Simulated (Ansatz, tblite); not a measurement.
# The cluster Mg₅H₄O₇: rung by rung

One table from this session's results is given with a row withheld; the runs are named, their logs left out.

Computed with Ansatz 0.2.0, Gaussian basis. Level: as each input shows.

Plan: GFN1-xTB, GFN2-xTB, PBE-D4/def2-TZVP, r2SCAN-D4/def2-TZVP, CAM-B3LYP-D4/def2-TZVP, PBE-QIDH/def2-TZVP, HSE06-D4/def2-TZVP, PBE-D4/def2-SVP, PBE0-D4/def2-SVP, HF/6-31G, B3LYP-D4/6-31G, CCSD(T)/def2-SVP, MP2/def2-TZVP, RPA/def2-TZVP.

**The structure**

The geometry is that of the singlet, from an earlier relaxation (PBE-D4/def2-SVP).

16 atoms, charge 0, spin multiplicity 1.

Bond lengths: Mg1–O8 2.121 Å, Mg1–O10 2.055 Å, Mg1–O11 1.995 Å, Mg1–O12 2.004 Å, Mg2–O6 2.031 Å, Mg2–O8 2.178 Å, Mg2–O9 2.002 Å, Mg2–O11 2.000 Å, Mg3–O6 1.956 Å, Mg3–O7 2.072 Å, Mg3–O8 1.900 Å, Mg3–O10 2.111 Å, Mg4–O8 1.943 Å, Mg4–O9 1.962 Å, Mg4–O12 1.964 Å, Mg5–O9 1.986 Å, Mg5–O11 1.949 Å, Mg5–O12 1.986 Å and more. Angles: O8–Mg1–O10 85.5°, O8–Mg1–O11 94.2°, O8–Mg1–O12 89.6°, O10–Mg1–O11 107.0°, O10–Mg1–O12 159.6°, O11–Mg1–O12 93.1°, O6–Mg2–O8 83.1°, O6–Mg2–O9 155.2°, O6–Mg2–O11 110.8°, O8–Mg2–O9 88.9°, O8–Mg2–O11 92.4°, O9–Mg2–O11 92.9°, O6–Mg3–O7 142.6°, O6–Mg3–O8 92.8°, O6–Mg3–O10 122.9°, O7–Mg3–O8 122.3°, O7–Mg3–O10 73.9°, O8–Mg3–O10 89.8° and more.

PBE0-D4/def2-TZVP was run before; its log isn't repeated, and its numbers join the tables.

The first run:

Tight binding, by tblite at 300 K electronic temperature and without a spin-polarisation term:

```python
tblite.interface.Calculator('GFN1-xTB', numbers, positions, charge=0, uhf=0).singlepoint()
```

Tight binding, by tblite at 300 K electronic temperature and without a spin-polarisation term:

```python
tblite.interface.Calculator('GFN2-xTB', numbers, positions, charge=0, uhf=0).singlepoint()
```

start.molden holds the orbitals of an earlier run on this state, given as this run's starting guess.

Contents of in.yaml:

```yaml
crystal:
  periodic: [false, false, false]
  atoms:
    - {symbol: Mg, position_ang: [-0.317240, 0.769799, 1.290951]}
    - {symbol: Mg, position_ang: [1.795748, 0.566037, -0.598858]}
    - {symbol: Mg, position_ang: [-0.431508, -1.132464, -0.852379]}
    - {symbol: Mg, position_ang: [-0.007615, 2.670273, -0.679110]}
    - {symbol: Mg, position_ang: [1.745059, 2.514237, 1.281168]}
    - {symbol: O, position_ang: [1.456197, -1.294958, -1.339029]}
    - {symbol: O, position_ang: [-2.223711, -2.172155, -0.844102]}
    - {symbol: O, position_ang: [-0.360223, 0.766011, -0.830046]}
    - {symbol: O, position_ang: [1.951034, 2.559976, -0.693744]}
    - {symbol: O, position_ang: [-1.104327, -1.122942, 1.148058]}
    - {symbol: O, position_ang: [1.665303, 0.570775, 1.396676]}
    - {symbol: O, position_ang: [-0.223845, 2.771821, 1.270363]}
    - {symbol: H, position_ang: [2.069406, -2.043936, -1.278023]}
    - {symbol: H, position_ang: [-3.047660, -1.834972, -1.240959]}
    - {symbol: H, position_ang: [-2.194296, -1.857106, 0.134051]}
    - {symbol: H, position_ang: [-0.772322, -1.730377, 1.834983]}
basis:
  gaussian: {orbitals: def2-TZVP, fitting: {mean_field: def2-universal-jkfit}, initial_orbitals: start.molden}
hamiltonian: {xc: pbe, dispersion: d4}
scf: {omitted_lower_state_checks: [starts]}
output: {forces: true, orbitals: {seedname: orbitals}}
```

Launch:

```console
$ ansatz run in.yaml --threads 2 --pin off --events-out ev --progress --plain --max-ram 32768MiB --backend cuda --devices 0, --max-vram 18GiB
```

Steps of the session up to this table: PBE-D4/def2-TZVP; r2SCAN-D4/def2-TZVP; CAM-B3LYP-D4/def2-TZVP; PBE-QIDH/def2-TZVP; HSE06-D4/def2-TZVP; PBE-D4/def2-SVP; PBE0-D4/def2-SVP; HF/6-31G; B3LYP-D4/6-31G; CCSD(T)/def2-SVP; MP2/def2-TZVP; RPA/def2-TZVP.

One of the session's tables, all rows but one given; the rest of the session is left out.

It belongs to the step «Binding energy». 

```
                method  binding an atom (eV)
              HF/6-31G                 2.308
           HF/def2-SVP                 2.550
          HF/def2-TZVP                 2.467
       PBE-D4/def2-SVP                 3.928
      PBE-D4/def2-TZVP                     ?
   r2SCAN-D4/def2-TZVP                 3.864
        B3LYP-D4/6-31G                 3.562
      PBE0-D4/def2-SVP                 3.769
     PBE0-D4/def2-TZVP                 3.704
    HSE06-D4/def2-TZVP                 3.705
CAM-B3LYP-D4/def2-TZVP                 3.780
          MP2/def2-SVP                 3.783
         MP2/def2-TZVP                 3.867
         CCSD/def2-SVP                 3.519
      CCSD(T)/def2-SVP                 3.577
```

Q: Estimate the row for PBE-D4/def2-TZVP from the others.

The run gave: binding an atom (eV): 3.854. In the column «binding an atom (eV)» it lies between MP2/def2-SVP (3.783) and r2SCAN-D4/def2-TZVP (3.864).

Limits of these values: Free atoms were run apart at each level; binding is atoms less cluster, divided by the number of atoms, without zero-point or spin-orbit terms.
